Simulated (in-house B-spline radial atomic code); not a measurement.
# Mn²⁺: density, ELF and screening along the radius

How do the shells of Mn²⁺ show in real space, and how much do the settings move them?

Method: several methods, spin-polarised, as named in each step; spherical all-electron atom at the radial basis limit. Code: in-house B-spline radial atomic code version 1.

## 1. The system

| Quantity | Value |
| --- | --- |
| element | manganese (Z = 25) |
| charge | +2 |
| electrons | 23 |
| configuration | [Ar] 3d5 |
| nucleus | point (non-relativistic runs) or finite (X2C runs) |

Outer shells as boxes (Hund's rule):

[Ar] 3d5
```
[Ar] core
3d [↑ ][↑ ][↑ ][↑ ][↑ ]
```

Where spins are not typed, each open shell is filled with up spins first.

## 2. BLYP, X2C, [Ar] 3d5

Settings of the run:

```ini
Z = 25
electrons = 23.0
configuration = [Ar] 3d5
hamiltonian = x2c
method = b88,lyp
spin_polarised = True
nucleus = fermi
rms_radius = 3.7057
mass_number = 55
atomic_mass = 54.93804304
speed_of_light = 137.035999084
```

Launch:

```bash
$ python run_scf.py task.json out
```

One command runs all members of the session, one after another, from task.json.

## 3. r2SCAN, non-rel., [Ar] 3d4 4d1

Settings of the run:

```ini
Z = 25
electrons = 23.0
configuration = [Ar] 3d4 4d1
hamiltonian = nr
method = r2scan
spin_polarised = True
```

## 4. r2SCAN, X2C, [Ne] 3s2 3p5 3d5 4d1

Settings of the run:

```ini
Z = 25
electrons = 23.0
configuration = [Ne] 3s2 3p5 3d5 4d1
hamiltonian = x2c
method = r2scan
spin_polarised = True
nucleus = fermi
rms_radius = 3.7057
mass_number = 55
atomic_mass = 54.93804304
speed_of_light = 137.035999084
```

## 5. LDA (VWN5), X2C, [Ar] 3d4 4p1

Settings of the run:

```ini
Z = 25
electrons = 23.0
configuration = [Ar] 3d4 4p1
hamiltonian = x2c
method = lda,vwn
spin_polarised = True
nucleus = fermi
rms_radius = 3.7057
mass_number = 55
atomic_mass = 54.93804304
speed_of_light = 137.035999084
```

## 6. LDA (VWN5), non-rel., [Ne] 3s2 3p5 3d5 4p1

Settings of the run:

```ini
Z = 25
electrons = 23.0
configuration = [Ne] 3s2 3p5 3d5 4p1
hamiltonian = nr
method = lda,vwn
spin_polarised = True
```

**Question.** How large is the system in each run, where do the shell borders lie, and what is the highest level?

**Answer**, as computed:

| run | total energy (hartree) | highest level (eV) | radius holding 50 / 90 / 99 % (bohr) | radius at n = 0.001 (bohr) | ELF minima on the full grid (bohr) |
| --- | --- | --- | --- | --- | --- |
| BLYP, X2C, [Ar] 3d5 | -1157.7676 | -25.679 | 0.542 / 1.35 / 2.38 | 3.06 | 0.11, 0.45 |
| r2SCAN, non-rel., [Ar] 3d4 4d1 | -1149.3090 | -9.912 | 0.547 / 1.43 / 5.10 | 4.48 | 0.097, 0.42, 2.7 |
| r2SCAN, X2C, [Ne] 3s2 3p5 3d5 4d1 | -1155.2892 | -9.970 | 0.542 / 1.45 / 5.05 | 4.47 | 0.096, 0.41, 2.7 |
| LDA (VWN5), X2C, [Ar] 3d4 4p1 | -1154.7646 | -17.161 | 0.544 / 1.44 / 3.52 | 3.89 | 0.098, 0.40, 2.0 |
| LDA (VWN5), non-rel., [Ne] 3s2 3p5 3d5 4p1 | -1145.6957 | -17.281 | 0.543 / 1.46 / 3.50 | 3.87 | 0.098, 0.49, 2.0 |

**Reading.** In the first run ELF has 2 minima on the grid, which mark the borders between shells. On the record's full grid the screened charge (r times the electrostatic potential) falls from 24.9 near the nucleus to 2.00 at 4.0 bohr; far out it tends to the net charge, 2. The radius that holds 99 % of the electrons runs from 2.38 bohr (BLYP, X2C, [Ar] 3d5) to 5.10 bohr (r2SCAN, non-rel., [Ar] 3d4 4d1). The grid is coarse (about 20 % a step), so the places of minima are rough. For X2C runs ELF uses the non-relativistic kinetic energy density, and the fields carry no picture-change correction.
